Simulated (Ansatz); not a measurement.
**CH3Te− (SMILES [CH2-][TeH]): functionals against CCSD(T) at one geometry**

Aim: energy, forces and dipole at a structure displaced at random from a GFN2-xTB minimum, from CCSD(T) and from density functionals.

Computed with Ansatz 0.2.0, Gaussian basis. Level: single points in def2-TZVPPD.

Correlated methods freeze the cores. Filled d shells of the heavier atoms are correlated. Core potentials replace the inner electrons past krypton, and spin-orbit coupling is left out.

## Step 1: Starting geometry

SMILES `[CH2-][TeH]`, 5 atoms, charge -1, spin multiplicity 1.

Atoms are counted from 1 here; the program's logs count them from 0.

Bond lengths: C1–Te2 1.949 Å, C1–H3 1.295 Å, C1–H4 1.030 Å. Angles: Te2–C1–H3 108.8°, Te2–C1–H4 122.1°, H3–C1–H4 116.8°.

As a file:

```xyz
5
CH3Te
C    -0.1020   -0.8640    0.1082
Te    1.0777    0.6814    0.2377
H    -1.0538   -0.7364    0.9772
H    -0.3535   -1.2860   -0.7973
H     0.6483    2.5838   -0.6092
```

## Step 2: CCSD(T)/def2-TZVPPD

File run/in.yaml:

```yaml
crystal:
  periodic: [false, false, false]
  atoms:
    - {symbol: C, position_ang: [-0.102000, -0.864000, 0.108200]}
    - {symbol: Te, position_ang: [1.077700, 0.681400, 0.237700]}
    - {symbol: H, position_ang: [-1.053800, -0.736400, 0.977200]}
    - {symbol: H, position_ang: [-0.353500, -1.286000, -0.797300]}
    - {symbol: H, position_ang: [0.648300, 2.583800, -0.609200]}
basis:
  gaussian: {orbitals: "def2-TZVPPD.json"}
total_charge: -1
correlation: {method: ccsd_t}
output: {forces: true}
```

The basis file named in the input lies beside it (Basis Set Exchange, JSON).

No record of the launch command was kept for these runs.

## Step 3: PBE0-D4/def2-TZVPPD

Edit run/in.yaml of step 2 so:

```diff
@@ -11,3 +11,3 @@
 total_charge: -1
-correlation: {method: ccsd_t}
-output: {forces: true}
+hamiltonian: {xc: pbe0, dispersion: d4}
+output: {forces: true, orbitals: {seedname: orbitals}}
```

## Step 4: wB97M-V/def2-TZVPPD

Edit run/in.yaml of step 3 so:

```diff
@@ -11,3 +11,3 @@
 total_charge: -1
-hamiltonian: {xc: pbe0, dispersion: d4}
-output: {forces: true, orbitals: {seedname: orbitals}}
+hamiltonian: {xc: {name: wB97M-V}}
+output: {forces: true}
```

## Step 5: r2SCAN-D4/def2-TZVPPD

Edit run/in.yaml of step 4 so:

```diff
@@ -11,3 +11,3 @@
 total_charge: -1
-hamiltonian: {xc: {name: wB97M-V}}
+hamiltonian: {xc: r2scan, dispersion: d4}
 output: {forces: true}
```

## Step 6: PBE-D4/def2-TZVPPD

Edit run/in.yaml of step 5 so:

```diff
@@ -11,3 +11,3 @@
 total_charge: -1
-hamiltonian: {xc: r2scan, dispersion: d4}
+hamiltonian: {xc: pbe, dispersion: d4}
 output: {forces: true}
```

## Step 7: wB97X-V/def2-TZVPPD

Edit run/in.yaml of step 6 so:

```diff
@@ -11,3 +11,3 @@
 total_charge: -1
-hamiltonian: {xc: pbe, dispersion: d4}
+hamiltonian: {xc: {name: wB97X-V}}
 output: {forces: true}
```

## Step 8: BHLYP-D4/def2-TZVPPD

Edit run/in.yaml of step 7 so:

```diff
@@ -11,3 +11,3 @@
 total_charge: -1
-hamiltonian: {xc: {name: wB97X-V}}
+hamiltonian: {xc: {name: BHLYP}, dispersion: d4}
 output: {forces: true}
```

(Steps that only read results are left out.)

What does the calculation give? Wanted: RMS force component; RMS force error; HOMO and LUMO, PBE0-D4; T1 diagnostic.

As calculated:

| quantity | value |
| --- | --- |
| RMS force component | 1.989 to 2.055 eV/Å over the methods |
| RMS force error | PBE0-D4 0.095, wB97M-V 0.123, r2SCAN-D4 0.043, PBE-D4 0.120, wB97X-V 0.163, BHLYP-D4 0.165 eV/Å |
| HOMO and LUMO, PBE0-D4 | -0.45 and 3.22 eV |
| T1 diagnostic | 0.017 |

For forces r2SCAN-D4 does best and BHLYP-D4 worst. Frozen-core CCSD(T) forces in triple zeta carry basis errors of their own, and this is one geometry, so small gaps rank nothing. The restricted Hartree–Fock reference is unstable towards an unrestricted one at one or more of these structures.
